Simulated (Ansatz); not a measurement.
Runs of Ansatz 0.2.0 on NbSi. It takes space group Fm-3m (No. 225, cubic). Conventional cell: a = 5.148 Å, b = 5.148 Å, c = 5.148 Å, α = 90.00°, β = 90.00°, γ = 90.00°. Nb (site symmetry m-3m) is surrounded by 6 Si at 2.57 Å. Si (site symmetry m-3m) has 6 Nb at 2.57 Å as nearest neighbours. The cell was built by a generator and needn't be a form met in nature.

| task | level | cell | cutoff (eV) | gap on the mesh (eV) | pressure (GPa) |
| --- | --- | --- | --- | --- | --- |
| relaxation of cell and atoms | HF | relaxed | 420 | none | 0.0 |
| single point | HF | as given | 420 | none | 3.1 |
| single point | r2SCAN50 | as given | 500 | none | -7.6 |
| single point | r2SCANh | as given | 500 | none | -2.0 |
| single point | r2SCAN0 | as given | 500 | none | (a) |

Alike in all rows: potentials or basis Ansatz PAW; no spin polarisation; k mesh 5 × 5 × 5; smearing fermi-dirac 0.05 eV; the mesh is coarse, so values aren't converged.

Question: Fill in the values left out.

Answer: (a) -4.2.

Caveats: all runs use coarse meshes; the PAW data sets come from PBE, with cores solved anew for the run's functional, which leaves a small shift of forces and pressure; the thresholds are loose for stress (some runs); the plane-wave basis is chosen anew once the cell has moved, so the energies of steps on either side of that aren't comparable (some runs).

A k mesh can miss the band edges, and the runs leave out spin-orbit coupling on Nb.

A gap of «none» marks a metal or a gap under the smearing width.
